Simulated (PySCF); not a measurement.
**[Hg(H2O)4]2+: other functionals and bases at one geometry**

How far do other levels of theory move the description of [Hg(H2O)4]2+, and what does each cost? The species was built from a template and needn't be a known compound.

Computed with PySCF 2.14.0. Level: several levels, as the steps say, no spin–orbit coupling.

1 further run of the same task is left out (for a known fault of the program).

## 1. The starting structure

13 atoms, charge 2, spin multiplicity 1.

Bond lengths: Hg1–O2 2.253 Å, Hg1–O5 2.253 Å, Hg1–O8 2.253 Å, Hg1–O11 2.253 Å, O2–H3 0.971 Å, O2–H4 0.971 Å, O5–H6 0.971 Å, O5–H7 0.971 Å, O8–H9 0.971 Å, O8–H10 0.971 Å, O11–H12 0.971 Å, O11–H13 0.971 Å. Angles: O2–Hg1–O5 109.8°, O2–Hg1–O8 108.8°, O2–Hg1–O11 109.8°, O5–Hg1–O8 109.8°, O5–Hg1–O11 108.8°, O8–Hg1–O11 109.8°, Hg1–O2–H3 125.8°, Hg1–O2–H4 126.3°, H3–O2–H4 107.5°, Hg1–O5–H6 126.3°, Hg1–O5–H7 125.8°, H6–O5–H7 107.5°, Hg1–O8–H9 126.3°, Hg1–O8–H10 125.8°, H9–O8–H10 107.5°, Hg1–O11–H12 125.8°, Hg1–O11–H13 126.3°, H12–O11–H13 107.5°.

Coordinates:

```xyz
13

Hg    0.0000    0.0000    0.0000
O     1.3119    1.2672    1.3234
H     1.2495    1.3326    2.2905
H     2.1013    1.7606    1.0469
O    -1.3119   -1.3234    1.2672
H    -2.1012   -1.0469    1.7607
H    -1.2496   -2.2904    1.3327
O     1.3119   -1.2672   -1.3234
H     2.1013   -1.7606   -1.0469
H     1.2495   -1.3326   -2.2905
O    -1.3119    1.3234   -1.2672
H    -1.2496    2.2904   -1.3327
H    -2.1012    1.0469   -1.7607
```

Formal oxidation states: Hg +2. An earlier session relaxed this geometry at PBE0, Hg def2-SVP with ECP60, O def2-SVP, H def2-SVP (singlet, point group D2).

At PBE0 on the finer grid: E = -457.989105 Eh, HOMO -18.88 eV, LUMO -12.10 eV, Mulliken charge on Hg1 +1.05 e, largest force component 0.006 eV/Å. 

Levels to run: TPSS; BLYP; PBE0, TZVP. Hardware: 2 threads of Arm Neoverse V2, shared host.

## 2. TPSS

File run.py (the lines that set the calculation):

```python
mol = gto.M(atom='''
Hg    -0.00002     0.00000     0.00000
O      1.31186     1.26717     1.32343
H      1.24955     1.33256     2.29051
H      2.10126     1.76061     1.04691
O     -1.31190    -1.32342     1.26717
H     -2.10118    -1.04688     1.76070
H     -1.24959    -2.29045     1.33268
O      1.31186    -1.26717    -1.32343
H      2.10126    -1.76061    -1.04691
H      1.24955    -1.33256    -2.29051
O     -1.31190     1.32342    -1.26717
H     -1.24959     2.29045    -1.33268
H     -2.10118     1.04688    -1.76070''',
    basis={'Hg': 'def2-SVP', 'O': 'def2-SVP', 'H': 'def2-SVP'},
    ecp={'Hg': 'def2-SVP'},
    charge=2, spin=0)
mf = dft.RKS(mol, xc='TPSS')
mf.grids.atom_grid = (75, 302)
mf = mf.density_fit()  # fitting sets: Hg def2-universal-JKFIT, O def2-universal-JKFIT, H def2-universal-JKFIT
mf.conv_tol = 1e-08; mf.max_cycle = 55
mf.kernel(dm0)  # dm0: the density of the relaxed state
```

Command:

```
OMP_NUM_THREADS=2 python run.py
```

Standard output:

```text
init E= -458.284511479222
  HOMO = -0.624047043346202  LUMO = -0.475795935134794  gap/eV = 4.03412
cycle= 1 E= -458.287538697266  delta_E= -0.00303  |g|= 0.0147  |ddm|= 0.248
  HOMO = -0.626978236885433  LUMO = -0.477137630597536  gap/eV = 4.07737
cycle= 2 E= -458.287545045954  delta_E= -6.35e-06  |g|= 0.0139  |ddm|= 0.0267
  HOMO = -0.625561265151516  LUMO = -0.47644976769682  gap/eV = 4.05753
cycle= 3 E= -458.287576418865  delta_E= -3.14e-05  |g|= 0.00487  |ddm|= 0.0125
  HOMO = -0.625979351363464  LUMO = -0.47668109132108  gap/eV = 4.06261
cycle= 4 E= -458.287580446281  delta_E= -4.03e-06  |g|= 0.000947  |ddm|= 0.00374
  HOMO = -0.625961670760732  LUMO = -0.476766072037641  gap/eV = 4.05982
cycle= 5 E= -458.287580635494  delta_E= -1.89e-07  |g|= 0.000229  |ddm|= 0.00142
  HOMO = -0.625952402851176  LUMO = -0.476733482258666  gap/eV = 4.06045
cycle= 6 E= -458.287580648916  delta_E= -1.34e-08  |g|= 1.61e-05  |ddm|= 0.0003
  HOMO = -0.62595217906357  LUMO = -0.4767320420356  gap/eV = 4.06049
cycle= 7 E= -458.287580648982  delta_E= -6.63e-11  |g|= 1.5e-06  |ddm|= 2.17e-05
  HOMO = -0.625952596826955  LUMO = -0.476732315887443  gap/eV = 4.06049
Extra cycle  E= -458.287580648981  delta_E= 1.25e-12  |g|= 2.5e-06  |ddm|= 2.45e-06
converged SCF energy = -458.287580648981
```

It took 16 s on 2 threads of Arm Neoverse V2, shared host.

Result: E = -458.287581 Eh, HOMO -17.03 eV, LUMO -12.97 eV, Mulliken charge on Hg1 +0.96 e, largest force component 0.458 eV/Å. 

## 3. BLYP

Changes to run.py (the lines that set the calculation) since step 2:

```diff
@@ -17,3 +17,3 @@
     charge=2, spin=0)
-mf = dft.RKS(mol, xc='TPSS')
+mf = dft.RKS(mol, xc='BLYP')
 mf.grids.atom_grid = (75, 302)
```

Command:

```
OMP_NUM_THREADS=2 python run.py
```

Standard output:

```text
init E= -458.20856374469
  HOMO = -0.61382692836308  LUMO = -0.476737538487548  gap/eV = 3.73039
cycle= 1 E= -458.216696270181  delta_E= -0.00813  |g|= 0.0199  |ddm|= 0.404
  HOMO = -0.615539176796871  LUMO = -0.476998324496179  gap/eV = 3.76989
cycle= 2 E= -458.216718378929  delta_E= -2.21e-05  |g|= 0.0191  |ddm|= 0.0333
  HOMO = -0.617313615894587  LUMO = -0.477977933675316  gap/eV = 3.79152
cycle= 3 E= -458.216768381722  delta_E= -5e-05  |g|= 0.00852  |ddm|= 0.0175
  HOMO = -0.61675427987761  LUMO = -0.478019491983726  gap/eV = 3.77517
cycle= 4 E= -458.2167829947  delta_E= -1.46e-05  |g|= 0.000608  |ddm|= 0.00724
  HOMO = -0.616690263758722  LUMO = -0.47795305128091  gap/eV = 3.77523
cycle= 5 E= -458.216783067063  delta_E= -7.24e-08  |g|= 5.83e-05  |ddm|= 0.000556
  HOMO = -0.616682828211847  LUMO = -0.477941467945037  gap/eV = 3.77534
cycle= 6 E= -458.216783067801  delta_E= -7.39e-10  |g|= 2.8e-05  |ddm|= 0.000113
  HOMO = -0.616685496564193  LUMO = -0.477948267673078  gap/eV = 3.77523
Extra cycle  E= -458.216783067726  delta_E= 7.55e-11  |g|= 3.36e-05  |ddm|= 7.84e-05
converged SCF energy = -458.216783067726
```

It took 8.1 s on 2 threads of Arm Neoverse V2, shared host.

Read off: E = -458.216783 Eh, HOMO -16.78 eV, LUMO -13.01 eV, Mulliken charge on Hg1 +0.87 e, largest force component 0.594 eV/Å. 

## 4. PBE0, TZVP

Basis: Hg def2-TZVP with ECP60, O def2-TZVP, H def2-TZVP. 

Changes to run.py (the lines that set the calculation) since step 3:

```diff
@@ -14,6 +14,6 @@
 H     -2.10118     1.04688    -1.76070''',
-    basis={'Hg': 'def2-SVP', 'O': 'def2-SVP', 'H': 'def2-SVP'},
-    ecp={'Hg': 'def2-SVP'},
+    basis={'Hg': 'def2-TZVP', 'O': 'def2-TZVP', 'H': 'def2-TZVP'},
+    ecp={'Hg': 'def2-TZVP'},
     charge=2, spin=0)
-mf = dft.RKS(mol, xc='BLYP')
+mf = dft.RKS(mol, xc='PBE0')
 mf.grids.atom_grid = (75, 302)
@@ -21,2 +21,2 @@
 mf.conv_tol = 1e-08; mf.max_cycle = 55
-mf.kernel(dm0)  # dm0: the density of the relaxed state
+mf.kernel(dm0)  # dm0: free metal ions and neutral atoms
```

Command:

```
OMP_NUM_THREADS=2 python run.py
```

Standard output:

```text
init E= -457.759906294424
  HOMO = -0.882382682245395  LUMO = -0.697004014102692  gap/eV = 5.04441
cycle= 1 E= -457.94533852164  delta_E= -0.185  |g|= 1.47  |ddm|= 2.26
  HOMO = -0.516834906400709  LUMO = -0.319059586368041  gap/eV = 5.38174
cycle= 2 E= -457.67832978426  delta_E= 0.267  |g|= 1.98  |ddm|= 1.87
  HOMO = -0.702923213904288  LUMO = -0.432157425584919  gap/eV = 7.36791
cycle= 3 E= -458.356136235138  delta_E= -0.678  |g|= 0.184  |ddm|= 1.03
  HOMO = -0.700202974963828  LUMO = -0.452690656978817  gap/eV = 6.73515
cycle= 4 E= -458.362345687413  delta_E= -0.00621  |g|= 0.0496  |ddm|= 0.165
  HOMO = -0.699812067806162  LUMO = -0.449161905358359  gap/eV = 6.82054
cycle= 5 E= -458.362709908798  delta_E= -0.000364  |g|= 0.00971  |ddm|= 0.0389
  HOMO = -0.699866920903248  LUMO = -0.449016437812702  gap/eV = 6.82599
cycle= 6 E= -458.362722762086  delta_E= -1.29e-05  |g|= 0.00079  |ddm|= 0.00602
  HOMO = -0.699958324093117  LUMO = -0.449014638453363  gap/eV = 6.82853
cycle= 7 E= -458.362722887428  delta_E= -1.25e-07  |g|= 7.12e-05  |ddm|= 0.000603
  HOMO = -0.699958101769848  LUMO = -0.449022262808111  gap/eV = 6.82831
cycle= 8 E= -458.362722888497  delta_E= -1.07e-09  |g|= 1.98e-05  |ddm|= 8.27e-05
  HOMO = -0.699957131371108  LUMO = -0.449020504689077  gap/eV = 6.82833
Extra cycle  E= -458.362722888415  delta_E= 8.16e-11  |g|= 2.99e-05  |ddm|= 2.45e-05
converged SCF energy = -458.362722888415
```

Run time: 30 s. Hardware: 2 threads of Arm Neoverse V2, shared host.

Result: E = -458.362723 Eh, HOMO -19.05 eV, LUMO -12.22 eV, Mulliken charge on Hg1 +1.33 e, largest force component 0.204 eV/Å. 

## 5. Results

| level | state | HOMO (eV) | gap (eV) | charge on Hg1 (e) | dipole (D) | largest force (eV/Å) | basis functions | time |
| --- | --- | --- | --- | --- | --- | --- | --- | --- |
| PBE0 (relaxed here) | singlet | -18.88 | 6.78 | 1.05 | 0.00 | 0.01 | 128 | 31 s |
| TPSS | singlet | -17.03 | 4.06 | 0.96 | 0.00 | 0.46 | 128 | 16 s |
| BLYP | singlet | -16.78 | 3.78 | 0.87 | 0.00 | 0.59 | 128 | 8.1 s |
| PBE0, TZVP | singlet | -19.05 | 6.83 | 1.33 | 0.00 | 0.20 | 215 | 30 s |

Times are on 2 threads of Arm Neoverse V2, shared host; the first row also made further properties. The dipole of a charged species depends on the origin, so these sizes hold for this origin alone.

In one basis the HOMO–LUMO gap runs from 3.78 eV (BLYP) to 6.78 eV (PBE0). The largest leftover force, 0.59 eV/Å with BLYP, stands at a geometry relaxed at another level. The Mulliken charge on Hg spans +0.87 to +1.33 e over the levels. Total energies of different levels can't be compared. Spin–orbit coupling is left out throughout.
